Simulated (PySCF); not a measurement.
# SnSBr₂: relaxation and vibrations of the singlet

The task is one start of a wider search on SnSBr₂: the singlet, from a PBE0 minimum start. It is relaxed, tested by its Hessian and followed downhill if it is a saddle.

Computed with PySCF 2.14.0. Level: PBE0, basis Sn def2-SVP with ECP28, S def2-SVP, Br def2-SVP, scalar-relativistic core potentials, no spin–orbit coupling, density fitting.

## Step 1: The starting structure

4 atoms, charge 0, spin multiplicity 1.

Bond lengths: Sn1–S2 2.212 Å, Sn1–Br3 2.473 Å, Sn1–Br4 2.473 Å. Angles: S2–Sn1–Br3 128.1°, S2–Sn1–Br4 128.1°, Br3–Sn1–Br4 103.8°.

Coordinates in bohr (charge 0 multiplicity 1):
```
Sn   -0.5191   -0.8990    0.0000
S    -2.6090   -4.5190    0.0000
Br    4.1076   -0.2404    0.0000
Br   -2.2620    3.4371    0.0000
```

## Step 2: The SCF at the typed geometry

The steps below are one call of a driver around PySCF. For each, scf.py gives the equivalent set-up of the SCF; relaxations use the driver's own optimiser. After this first run the driver tries any further starts and a stability analysis.

Input file scf.py:

```python
from pyscf import gto, scf, dft
mol = gto.M(atom='''
Sn    -0.274675    -0.475753     0.000000
S     -1.380637    -2.391343     0.000000
Br     2.173647    -0.127205    -0.000000
Br    -1.196991     1.818827    -0.000000''',
    basis={'Sn': 'def2-SVP', 'S': 'def2-SVP', 'Br': 'def2-SVP'},
    ecp={'Sn': 'def2-SVP'},
    charge=0, spin=0)
mf = dft.RKS(mol, xc='PBE0')
mf.grids.atom_grid = (50, 194)
aux = {'Sn': 'def2-universal-JKFIT', 'S': 'def2-universal-JKFIT', 'Br': 'def2-universal-JKFIT'}
mf = mf.density_fit(auxbasis=aux)
mf.conv_tol = 1e-08
mf.diis_space = 10
mf.max_cycle = 60
mf.init_guess = 'minao'
mf.verbose = 4
mf.kernel()
```

On the command line:

```console
> OMP_NUM_THREADS=2 python axn.py task.json out
```

The runs that follow: Relaxation: PBE0 minimum start, singlet; Frequencies.

**Question.** What will these runs give? Wanted: minimum; geometry; wavenumbers; dipole moment; highest occupied, lowest empty level; polar-tensor charge of Sn1; zero-point energy; atomisation energy.

**Answer**, as computed:

```
                                 quantity                                                                   value
                                  minimum                                                            singlet, C2v
                                 geometry  Sn–Br 2.473 Å (×2), Sn–S 2.212 Å; Br–Sn–Br 103.8°, Br–Sn–S 128.1° (×2)
                       wavenumbers (cm⁻¹)                 81 (a1), 85 (b2), 92 (b1), 246 (a1), 272 (b2), 490 (a1)
                            dipole moment                                                                  1.50 D
     highest occupied, lowest empty level                                                         -7.47, -3.53 eV
               polar-tensor charge of Sn1                                                                 +1.44 e
                        zero-point energy                                                              7.6 kJ/mol
                      entropy at 298.15 K                                                         367.7 J/(mol K)
atomisation energy (no zero-point energy)                                                              876 kJ/mol
```

**Reading.** The molecule stays C2v, as typed, and the end point is a minimum. In the infrared the band at 272 cm⁻¹ (b2, stretch) leads. Only this shape and spin were tried, so other structures or states may lie lower.
